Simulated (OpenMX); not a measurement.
BiTe:

```
Bi Te
1.0
     0.00000    3.23500    3.23500
     3.23500    0.00000    3.23500
     3.23500    3.23500    0.00000
Bi Te
1 1
Direct
  0.00000 0.00000 0.00000
  0.50000 0.50000 0.50000
```

Base run:

* Program: OpenMX 3.8.5
* Functional: LDA
* Potentials or basis: OpenMX 2013 LDA set, Bi8.0-s3p2d2f1, Te7.0-s3p2d2f1, grid cutoff 500 Ry
* k mesh: 5 × 5 × 5
* Occupations: fermi-dirac, width 0.05 eV
* Spin: no spin polarisation

Its results: pressure -1.2 GPa.

Question: The run is repeated on the same cell with these changes: functional from LDA to PBE; potentials or basis from OpenMX 2013 LDA set, Bi8.0-s3p2d2f1, Te7.0-s3p2d2f1, grid cutoff 500 Ry to OpenMX 2013 PBE set, Bi8.0-s3p2d2f1, Te7.0-s3p2d2f1, grid cutoff 500 Ry. What comes out?

Answer: Pressure 2.4 GPa.

Caveats: the basis of atomic orbitals isn't converged, which shifts pressures, moduli and gaps.
